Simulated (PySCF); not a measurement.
# TlB: bond curves at several levels of theory

One job finds the state of TlB, follows it along the bond with each method and fits the curves.

Method: Tl cc-pVDZ-PP with ECP60, B cc-pVDZ, scalar-relativistic core potentials; program: PySCF 2.14.0.

## 1. The job

A driver script around PySCF takes these settings:

```
atoms                         : Tl, B
charge                        : 0
basis                         : Tl cc-pVDZ-PP with ECP60, B cc-pVDZ
Hamiltonian                   : scalar-relativistic core potentials
basis functions               : 37
electrons treated             : 26
masses in u                   : 204.9744, 11.0093
levels                        : PBE0, PBE, r²SCAN, BLYP, BHandHLYP, PBEsol, HSE06, HF, MP2, SCS-MP2, CCSD, CCSD(T)
grid                          : 80 radial by 434 angular points
occupations                   : held fixed by the projection of orbital angular momentum
dissociation limit            : Tl + B, each in its ground configuration
starting distance in angstrom : 2.245
values of 2S to try           : 0, 2
```

Run with:

```bash
OMP_NUM_THREADS=1 python dia.py task.json out
```

After this run come: PBE0 along the bond; Higher solutions at PBE0; PBE (GGA); r²SCAN (meta-GGA); BLYP (GGA); BHandHLYP; PBEsol (GGA); HSE06 (range-separated hybrid); UHF (mean field); Correlated methods on the Hartree–Fock reference.

Before running it: what results should come out? Wanted: for each run, Re; ωe; De; μ.

The runs gave:

Lowest PBE0 solution found, without spin–orbit coupling: ³Π (triplet), unpaired electrons σ ↑, π ↑. State 2 has its PBE0 minimum 0.11 eV higher. State 3 has its PBE0 minimum 0.19 eV higher, as a spin-mixed determinant (⟨S²⟩ = 1.01), so this is no gap between pure states. State 4 has its PBE0 minimum 0.32 eV higher, as a spin-mixed determinant (⟨S²⟩ = 1.01), so this is no gap between pure states. The other levels ran on the lowest alone.

| level | Re (Å) | ωe (cm⁻¹) | De (eV) | μ (D) |
| --- | --- | --- | --- | --- |
| UHF | 2.517 | 350 | 0.79 | -2.69 |
| UHF-MP2 | 2.472 | 376 | 1.27 | n/a |
| UHF-SCS-MP2 | 2.483 | 372 | 1.10 | n/a |
| UHF-CCSD | 2.502 | 349 | 1.17 | n/a |
| UHF-CCSD(T) | 2.502 | 346 | 1.25 | n/a |
| PBE | 2.522 | 322 | 1.83 | -2.11 |
| PBEsol | 2.484 | 338 | 1.99 | -1.95 |
| BLYP | 2.568 | 301 | 1.59 | -2.10 |
| r²SCAN | 2.495 | 343 | 1.78 | -2.13 |
| PBE0 | 2.487 | 348 | 1.66 | -2.26 |
| HSE06 | 2.492 | 345 | 1.67 | -2.22 |
| BHandHLYP | 2.489 | 354 | 1.30 | -2.36 |

De is counted to Tl + B in their ground configurations. A positive dipole means Tl(−)B(+).

Differences from CCSD(T) in the same basis:

| level | Re (mÅ) | ωe (%) |
| --- | --- | --- |
| UHF | +14 | +1.2 |
| UHF-MP2 | -30 | +8.6 |
| UHF-SCS-MP2 | -19 | +7.4 |
| UHF-CCSD | -1 | +0.8 |
| PBE | +19 | -6.9 |
| PBEsol | -18 | -2.5 |
| BLYP | +66 | -13.1 |
| r²SCAN | -7 | -0.9 |
| PBE0 | -15 | +0.5 |
| HSE06 | -10 | -0.2 |
| BHandHLYP | -13 | +2.2 |

**Reading.** Against CCSD(T) in the same basis, the bond length is nearest at UHF-CCSD (-1 mÅ) and farthest at BLYP (+66 mÅ); the wavenumber is nearest at HSE06 (-0.2 %) and farthest at BLYP (-13.1 %). CCSD(T) in a basis this small is itself some way from its limit, more so than the functionals. Of the levels with a De here, UHF gives the least (0.79 eV) and PBEsol the most (1.99 eV).

Correlated steps freeze 5 core orbitals. Spin–orbit coupling is left out, which matters for elements this heavy, above all for dissociation energies. With spin–orbit coupling the term label itself may not hold.
